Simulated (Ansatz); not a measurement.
# Mg (Magnesium): the cost of one run

Method: DFT r2SCAN, scalar-relativistic, plane waves, PAW, in Ansatz 0.2.0.

1 further run of the same task is left out (set aside as unsound or not needed).

**1. The structure to begin with**

The structure is hexagonal, space group P6_3/mmc (No. 194). The conventional cell has a = 3.192 Å, b = 3.192 Å, c = 5.107 Å, α = 90.00°, β = 90.00°, γ = 120.00°. Around Mg (site symmetry -6m2) lie 12 Mg at 3.15 to 3.19 Å.

As a file:

```
CELL_PARAMETERS angstrom
3.19222 0.00000 0.00000
-1.59611 2.76455 0.00000
0.00000 0.00000 5.10651
ATOMIC_POSITIONS crystal
Mg 0.33333 0.66667 0.25000
Mg 0.66667 0.33333 0.75000
```

It is the result of an earlier relaxation at this level (volume 22.53 Å³/atom; gap on the mesh: none (metal)).

**2. Tight relaxation for the response runs, with the smearing for a metal**

The response runs start from a cell at rest, found with their own mesh and filling of the bands.

The input, input.yaml:

```yaml
crystal:
  lattice:
    - [3.1922220222, 0.0, 0.0]
    - [-1.5961110111, 2.7645453657, 0.0]
    - [0.0, 0.0, 5.106512156]
  atoms:
    - { symbol: Mg, position: [0.3333333333, 0.6666666667, 0.25] }
    - { symbol: Mg, position: [0.6666666667, 0.3333333333, 0.75] }
basis:
  ecutwfc: 500
kpoints:
  mp_grid: { grid: [15, 15, 8] }
hamiltonian:
  xc: r2scan
scf:
  occupations: { method: fermi_dirac, width: 0.15 }
output:
  forces: true
  stress: true
  eigenvalues: true
relax:
  adjacent_minimum: "off"
  f_tol: 0.001
  max_steps: 60
  cell: { stress_tol: 0.01 }
```

Run with:

```sh
$ ansatz run input.yaml --threads 1 --pin off --max-ram 2560MiB --backend cpu --events-out ev --progress --plain --runs-dir out
```

Q: Estimate wall time and peak memory on 1 thread of Arm Neoverse V1, shared host.

About 37 s, with a peak of 0.47 GiB.
